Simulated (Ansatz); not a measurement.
Working through a rigid torsion scan of BH3OS2Si, SMILES OB[SiH]1SS1

Program: Ansatz 0.2.0 through its Python package.

Run as a notebook:

In [1]:
```python
from dataclasses import dataclass

import ansatz as az
from ase import Atoms
```

In [2]:
```python
@dataclass(frozen=True)
class Settings:
    basis_set: str = 'cc-pVDZ'
    functional: str = 'b3lyp'
    vdw: str = 'd3bj'
    force_tol: float = 0.02
```

In [3]:
```python
opts = Settings()
```

In [4]:
```python
atoms = Atoms(['O', 'B', 'Si', 'S', 'S', 'H', 'H', 'H'], positions=[
    (-0.0206, 1.1536, 1.6784),
    (0.7003, 0.5578, 0.6045),
    (-0.0381, -0.9933, -0.3249),
    (-1.7488, -0.5155, -1.3228),
    (0.0006, -0.8165, -2.4511),
    (-0.6185, 1.8947, 1.1999),
    (1.7876, 0.9944, 0.3057),
    (0.0297, -2.3323, 0.2544),
])

first = az.Crystal.molecule_from_ase(atoms).calculation()
first = first.basis(gaussian=opts.basis_set).functional(opts.functional, dispersion=opts.vdw)
first = first.relax(force_tolerance=opts.force_tol, max_steps=80)
atoms.positions = first.run(threads=1).report['positions_ang']
```

In [5]:
```python
start = atoms.get_dihedral(2, 1, 0, 5)
energies = {}
for turn in range(0, 360, 30):
    turned = atoms.copy()
    turned.set_dihedral(2, 1, 0, 5, start + turn, indices=[0, 5])
    base = az.Crystal.molecule_from_ase(turned).calculation()
    base = base.basis(gaussian=opts.basis_set)
    base = base.functional(opts.functional, dispersion=opts.vdw)
    energies[round((start + turn) % 360)] = base.run(threads=1).report['free_energy_ev']
floor = min(energies.values())
print('dihedral Si2-B1-O0-H5 (deg)   E - E(min) (kJ/mol)')
for angle, e in sorted(energies.items()):
    print(f'{angle:8d} {96.485332 * (e - floor):14.3f}  ' + '#' * int(30 * (e - floor) / max(max(energies.values()) - floor, 1e-9)))
```
```text
dihedral Si2-B1-O0-H5 (deg)   E - E(min) (kJ/mol)
      30         22.798  #########
      60         53.134  ######################
      90         69.473  ##############################
     120         48.619  ####################
     150         14.875  ######
     180          0.000
     210         14.607  ######
     240         48.272  ####################
     270         69.379  #############################
     300         53.321  #######################
     330         22.983  #########
     360          9.292  ####
```

Caveats:
- The scan is rigid and the energies are electronic, in a modest basis. With rigid groups the curve can differ much from the relaxed path, the start wasn't checked as a minimum of this torsion, and equivalent turns needn't return to the same energy.
- b3lyp holds the VWN-RPA fit, as in Gaussian; the form of ORCA and Turbomole is b3lyp5.
- Hardware and time: 2.2 min on 1 thread of Intel(R) Xeon(R) Processor @ 2.30GHz (shared host), peak memory 0.34 GiB.
